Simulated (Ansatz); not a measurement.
**Ca (Calcium): relaxation and properties**

One table from this session's results is given with a row withheld; the runs are named, their logs left out.

The COD cell was measured well above room temperature, so it is larger than a cold one.

Method: DFT r2SCAN, scalar-relativistic, plane waves, PAW, in Ansatz 0.2.0.

## The starting structure

The structure is cubic, space group Im-3m (No. 229). The conventional cell has a = 4.480 Å, b = 4.480 Å, c = 4.480 Å, α = 90.00°, β = 90.00°, γ = 90.00°. Ca (site symmetry m-3m) has 8 Ca at 3.88 Å as nearest neighbours.

Coordinates:

```cif
data_structure
_symmetry_space_group_name_H-M 'P 1'
_symmetry_Int_Tables_number 1
_cell_length_a 3.8798
_cell_length_b 3.8798
_cell_length_c 3.8798
_cell_angle_alpha 109.471
_cell_angle_beta 109.471
_cell_angle_gamma 109.471
_cell_volume 44.96
loop_
_atom_site_label
_atom_site_type_symbol
_atom_site_fract_x
_atom_site_fract_y
_atom_site_fract_z
_atom_site_occupancy
Ca1 Ca 0.00000 0.00000 0.00000 1
```

Source of the structure: the Crystallography Open Database.

The first run:

(A quick probe on a coarse mesh, which set the mesh and smearing, is not shown.)

input.yaml reads:

```yaml
crystal:
  lattice:
    - [-2.24, 2.24, 2.24]
    - [2.24, -2.24, 2.24]
    - [2.24, 2.24, -2.24]
  atoms:
    - { symbol: Ca, position: [0.0, 0.0, 0.0] }
basis:
  ecutwfc: 500
kpoints:
  mp_grid: { grid: [14, 14, 14] }
hamiltonian:
  xc: r2scan
scf:
  occupations: { method: gaussian, width: 0.1 }
output:
  forces: true
  stress: true
  eigenvalues: true
relax:
  adjacent_minimum: "off"
  f_tol: 0.005
  max_steps: 80
  cell: { stress_tol: 0.05 }
```

Run with:

```bash
$ ansatz run input.yaml --threads 1 --pin off --max-ram 2560MiB --backend cpu --events-out ev --progress --plain --runs-dir out
```

Steps of the session up to this table: The relaxation; Static run: bands, density of states and charges; Point at V/V0 = 0.97; The cell scaled to 1.03 of its volume; Point at V/V0 = 0.94; Volume × 1.06.

One table of the session follows, with a row left open; its other results are not shown here.

It belongs to the step «Fit of the equation of state». 

```
volume (Å³/atom)  energy above the lowest point (meV/atom)  pressure (GPa)
          40.691                                       9.6            1.20
          41.989                                         ?               ?
          43.288                                       0.0            0.01
          44.587                                       1.9           -0.49
          45.885                                       7.7           -0.94
```

Estimate the missing values for volume (Å³/atom) = 41.989.

Worked estimate for «energy above the lowest point (meV/atom)». A straight line through the neighbours (40.691, 9.6) and (43.288, 0.0) gives 9.6 + (0.0 − 9.6) × (41.989 − 40.691) / (43.288 − 40.691) = 4.8; a parabola fitted to 3 rows on both sides gives 2.6.

The run gave: energy above the lowest point (meV/atom): 2.4; pressure (GPa): 0.58. In «energy above the lowest point (meV/atom)» the line misses by +2.4 and the parabola by +0.2.
